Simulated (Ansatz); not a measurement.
# Rb3Cd, space group Fm-3m: an SCF with some post-processing

With the Ansatz DFT code, driven from Python.

Run as a notebook:

In [1]:
```python
from collections import Counter
from pathlib import Path

import ansatz
import numpy as np
from pymatgen.core import Structure
from pymatgen.symmetry.analyzer import SpacegroupAnalyzer
from scipy.ndimage import map_coordinates
```

In [2]:
```python
structure = (
    ansatz.Lattice.of([0.0, 5.00101, 5.00101], [5.00101, 0.0, 5.00101], [5.00101, 5.00101, 0.0])
    .atom('Rb', [0.25, 0.25, 0.25])
    .atom('Rb', [0.75, 0.75, 0.75])
    .atom('Rb', [0.5, 0.5, 0.5])
    .atom('Cd', [0.0, 0.0, 0.0])
)
```

In [3]:
```python
structure.resolved().tree()['lattice']
```
Out [3]:
```text
((0.0, 5.00101, 5.00101), (5.00101, 0.0, 5.00101), (5.00101, 5.00101, 0.0))
```

In [4]:
```python
calc = (
    structure.calculation()
    .kpoints(5)
    .functional('PBEsol')
    .occupations('Fermi-Dirac', width=0.1)
    .band_table()
    .populations()
    .bader_charges()
    .density()
)
session = calc.session()
planned = session.plan(threads=1)
result = planned.execute()
data = result.report
```
```text
DeckWarning: basis.ecutwfc = 420 eV, auto-derived from the records' recommended cutoffs: set by Rb (normal level)
```

In [5]:
```python
data['free_energy_ev']
```
Out [5]:
```text
-17834.65123569328
```

In [6]:
```python
sorted(key for key in data if key.endswith('_ev'))
```
Out [6]:
```text
['eigenvalues_ev', 'energy_sigma0_ev', 'entropy_ts_ev', 'fermi_energy_ev', 'free_energy_ev',
 'gap_by_band_count_ev', 'harris_foulkes_ev', 'internal_energy_ev', 'lagrangian_above_aufbau_ev',
 'lagrangian_ev', 'lagrangian_sigma0_ev', 'loop_eigenvalues_ev', 'loop_fermi_energy_ev',
 'occupations_fermi_energy_ev', 'residual_norms_ev']
```

In [7]:
```python
n_atoms = len(data['lattice']['sites'])
print('F =', round(data['free_energy_ev'], 4), 'eV for', n_atoms, 'atoms')
print('E(sigma -> 0) =', round(data['energy_sigma0_ev'], 4), 'eV, TS =', round(data['entropy_ts_ev'], 5), 'eV')
print('closed by', data['closed_by'], 'after', data['n_iterations'], 'iterations')
```
```text
F = -17834.6512 eV for 4 atoms
E(sigma -> 0) = -17834.6067 eV, TS = 0.08912 eV
closed by deck_thresholds after 8 iterations
```

In [8]:
```python
table = np.array(data['eigenvalues_ev']) - data['fermi_energy_ev']
filling = np.array(data['occupations'])
weights = np.tile(data['kweights'], len(table) // len(data['kweights']))
print('band   lowest  highest (eV from E_F)  electrons')
for band in range(table.shape[1]):
    if table[:, band].max() > -8:
        print(f'{band + 1:4d} {table[:, band].min():8.3f} {table[:, band].max():8.3f} {weights @ filling[:, band]:18.4f}')
print('electrons counted from the table:', round(float(weights @ filling.sum(axis=1)), 5))
```
```text
band   lowest  highest (eV from E_F)  electrons
  22   -3.666   -3.111             2.0000
  23   -1.093    0.169             1.9851
  24   -0.341    0.668             0.9048
  25    0.102    0.668             0.1086
  26    0.526    1.493             0.0015
  27    0.796    1.920             0.0000
  28    1.600    2.470             0.0000
  29    1.885    2.880             0.0000
electrons counted from the table: 47.0
```

In [9]:
```python
files = Path(result.write_results('tables'))
print((files / 'populations.tsv').read_text())
```
```text
# site	symbol	l	j	q
# orbitals = lowdin
# n_electrons = 47.000000
# spilling = 0.008205
0	Rb	0_4S	-	1.988894
0	Rb	0_5S	-	0.991098
0	Rb	1_4P	-	5.990623
1	Rb	0_4S	-	1.988894
1	Rb	0_5S	-	0.991098
1	Rb	1_4P	-	5.990623
2	Rb	0_4S	-	1.980387
2	Rb	0_5S	-	0.889945
2	Rb	1_4P	-	5.987048
3	Cd	0_4S	-	1.999028
3	Cd	0_5S	-	1.819807
3	Cd	1_4P	-	5.999679
3	Cd	2_4D	-	9.997233
```

In [10]:
```python
charges = result.bader_charges()
for atom in charges.atoms:
    print(f'Bader charge {atom.symbol:2s} {atom.partial_charge_e:+.3f} e')
```
```text
Bader charge Rb +0.411 e
Bader charge Rb +0.411 e
Bader charge Rb +0.332 e
Bader charge Cd -1.154 e
```

In [11]:
```python
final = Structure(result.lattice.cell_ang, [s.symbol for s in result.lattice.sites], [s.position_frac for s in result.lattice.sites])
# shortest distances, periodic images included
for index, site in enumerate(final):
    near = final.get_neighbors(site, 4.5)
    edge = 1.15 * min(n.nn_distance for n in near)
    shell = Counter((round(n.nn_distance, 2), n.specie.symbol) for n in near if n.nn_distance < edge)
    print(f'{index:2d} {site.specie.symbol:2s}', ', '.join(f'{count} {symbol} at {d:.2f}' for (d, symbol), count in sorted(shell.items())))
```
```text
 0 Rb 4 Cd at 4.33, 4 Rb at 4.33
 1 Rb 4 Cd at 4.33, 4 Rb at 4.33
 2 Rb 8 Rb at 4.33
 3 Cd 8 Rb at 4.33
```

In [12]:
```python
# the grid holds the pseudo-density, which differs from the true one inside the cores
rho = result.density()
total = sum(channel.density_e_per_ang3 for channel in rho.channels[:2])
grid_cell = np.asarray(rho.fft_grid_basis) @ result.lattice.cell_ang
partner = min(final.get_neighbors(final[0], 5.0), key=lambda n: n.nn_distance)
line = np.linspace(final[0].coords, partner.coords, 9)
points = (line @ np.linalg.inv(grid_cell)) * rho.dims
values = map_coordinates(total, points.T, order=3, mode='grid-wrap')
print(f'from {final[0].specie} to {partner.specie}, {partner.nn_distance:.3f} A')
for t, value in zip(np.linspace(0, partner.nn_distance, 9), values):
    print(f'{t:7.3f} A  {value:9.4f} e/A^3')
```
```text
from Rb to Rb, 4.331 A
  0.000 A     0.8789 e/A^3
  0.541 A     2.0943 e/A^3
  1.083 A     0.4215 e/A^3
  1.624 A     0.0430 e/A^3
  2.166 A     0.0192 e/A^3
  2.707 A     0.0430 e/A^3
  3.248 A     0.4193 e/A^3
  3.790 A     2.0916 e/A^3
  4.331 A     0.8814 e/A^3
```

In [13]:
```python
analyser = SpacegroupAnalyzer(final, symprec=0.01)
standard = analyser.get_conventional_standard_structure()
print(analyser.get_crystal_system(), analyser.get_space_group_symbol(), len(standard), 'atoms in the conventional cell')
print('a b c (A):', [round(x, 4) for x in standard.lattice.abc], ' angles:', [round(x, 2) for x in standard.lattice.angles])
print(f'mass density {float(final.density):.3f} g/cm^3')
```
```text
cubic Fm-3m 16 atoms in the conventional cell
a b c (A): [10.002, 10.002, 10.002]  angles: [90.0, 90.0, 90.0]
mass density 2.448 g/cm^3
```

What to keep in mind:
- Total energies depend on the potentials; only differences at equal settings carry meaning. A total without «per atom» is that of the cell as typed.
- The computed bands are complete only to about 1.9 eV above the Fermi level.
- For a metal this k-point mesh is coarse: on a finer one energies can move by several to tens of meV an atom and pressures by half a GPa or more, differences at one mesh by less.
- A gap by band count of zero or less means overlapping bands, a metal, and at an odd count of electrons it is no gap at all.
- The fields are valence quantities on the plane-wave grid; their values near the nuclei depend on the potentials.
- The structure comes from a database of computed cells and needn't be a stable or known phase.
- Gaps and levels are Kohn-Sham values on a finite set of k-points, without spin-orbit coupling.
- Warnings are shown shortened and without file and line.
- It ran for 24 s on 1 thread of Intel(R) Xeon(R) Platinum 8488C (Sapphire Rapids) (shared host), peak memory 0.54 GiB.

(Lines on the test bed's own set-up are left out of the output.)
